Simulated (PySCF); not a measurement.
The system is CGeF2BrH3, in a box.

```xyz
8
Lattice="13.0000 0.0000 0.0000 0.0000 13.0000 0.0000 0.0000 0.0000 13.0000" Properties=species:S:1:pos:R:3 pbc="T T T"
C     5.8466    5.5594    7.5937
Ge    6.6632    6.5353    6.0542
F     8.1491    7.0669    6.3913
F     6.7341    5.5135    4.6858
Br    5.3615    8.3715    5.4200
H     4.8331    5.2038    7.3325
H     5.7981    6.1443    8.3815
H     6.5629    4.6728    7.7104
```

The cell isn't the ideal one: atoms moved at random, drawn with an rms of 0.05 Å.

Base run:

| Item | Value |
| --- | --- |
| Program | PySCF 2.14.0 |
| Functional | TASK |
| Potentials or basis | 6-31g* (all-electron) |
| k mesh | 1 × 1 × 1 |
| Occupations | fixed |
| Spin | no spin polarisation |

Its results: gap between the frontier levels 6.94 eV.

Q: After a change of settings the same cell gave: gap between the frontier levels 10.04 eV. Which change was it?
A. functional from TASK to M06-2X
B. functional from TASK to LDA
C. functional from TASK to BHandHLYP; dispersion from none to D4
D. functional from TASK to PBE

A: C.

Caveats: this is a molecule in a periodic box at the Γ point, so its band gap is the HOMO-LUMO gap; relativity is left out, which matters for the heavier elements; the basis of atomic orbitals isn't converged, which shifts pressures, moduli and gaps.
